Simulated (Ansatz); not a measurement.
# MnCH2 (sextet): the correlation ladder at distance Mn1–C2 = 5.410 Å, def2-SVP

One table from this session's results is given with a row withheld; the runs are named, their logs left out.

The runs use Ansatz 0.2.0, Gaussian basis; def2-SVP, core rule «outside noble gas», up to 10 orbitals frozen.

Plan: UHF; CCSD(T) on ROHF; CCSD(T) on UHF; CISD; CCSDT(Q) on ROHF; CCSDT(Q) on UHF; CASSCF and MRCISD+Q, 7 electrons in 7 orbitals; CASSCF and NEVPT2, 7 electrons in 7 orbitals.

19 further runs of the same task are left out: 2 for a mislabelled method, 1 for a known fault of the program, 13 that didn't finish, 3 set aside as unsound or not needed.

**What is computed**

The geometry derives from a PBE0/def2-TZVP stationary point (not a proven minimum). One bond is set to the value named and the two fragments are kept rigid.

4 atoms, charge 0, spin multiplicity 6.

Atoms are counted from 1 here; the program's logs count them from 0.

Bond lengths: C2–H3 1.096 Å, C2–H4 1.096 Å. Angles: H3–C2–H4 108.7°.

Geometry (Å):

```xyz
4
charge 0, multiplicity 6
Mn    0.0000    0.0000    4.3768
C     0.0000    0.0000   -1.0332
H     0.0000    0.8905   -1.6718
H     0.0000   -0.8905   -1.6718
```

The first run:

in.yaml

```yaml
crystal:
  periodic: [false, false, false]
  atoms:
    - {symbol: Mn, position_ang: [0.000000, 0.000000, 4.376803]}
    - {symbol: C, position_ang: [0.000000, 0.000000, -1.033197]}
    - {symbol: H, position_ang: [0.000000, 0.890458, -1.671803]}
    - {symbol: H, position_ang: [0.000000, -0.890458, -1.671802]}
basis:
  gaussian: {orbitals: def2-SVP}
magnetization: {spin_polarized: true, initial_magnetization: 5}
hamiltonian: {xc: hf}
output: {orbitals: {seedname: orbitals}}
```

Run with:

```sh
$ ansatz run in.yaml --threads 1 --pin off --events-out ev --progress --plain --max-ram 2393MiB
```

Steps of the session up to this table: UHF; CCSD(T) on ROHF; CCSD(T) on UHF; CISD; CCSDT(Q) on ROHF; CCSDT(Q) on UHF; CASSCF and MRCISD+Q, 7 electrons in 7 orbitals; CASSCF and NEVPT2, 7 electrons in 7 orbitals.

One table of the session follows, with a row left open; its other results are not shown here.

It belongs to the step «Misses and costs». 

| method | from RCCSDT(Q) (kcal/mol) |
| --- | --- |
| ROHF | +144.23 |
| UHF | +128.53 |
| RMP2 | +30.33 |
| UMP2 | ? |
| CISD | +16.34 |
| RCCSD | +3.74 |
| UCCSD | -1.55 |
| RCCSD(T) | +0.76 |
| UCCSD(T) | -4.93 |
| RCCSDT | +0.08 |
| UCCSDT | -0.02 |
| RCCSDT(Q) | 0 |
| UCCSDT(Q) | -0.16 |
| CASSCF pair | +134.07 |
| NEVPT2 pair | +34.53 |
| MRCISD pair | +14.70 |
| MRCISD+Q pair | +2.17 |

Estimate the missing values for UMP2.

The run gave: from RCCSDT(Q) (kcal/mol): +22.51. In the column «from RCCSDT(Q) (kcal/mol)» it lies between CISD (+16.34) and RMP2 (+30.33).

The program flags UCCSD(T), UCCSDT(Q) as in doubt (see the logs), so those rows may rest on another solution; read them beside their warnings.

Limits of these values: The determinant is far from a pure spin state, so its energy mixes those of several spin states (harmless only where they are near-degenerate, as at dissociation). The program flags UCCSD(T), UCCSDT(Q) as in doubt, so those rows may rest on another solution; read them beside their warnings. Restricted and unrestricted rows rest on different reference determinants; where their highest levels disagree by more than a few hundredths of an eV, they describe different states and don't form one ladder.
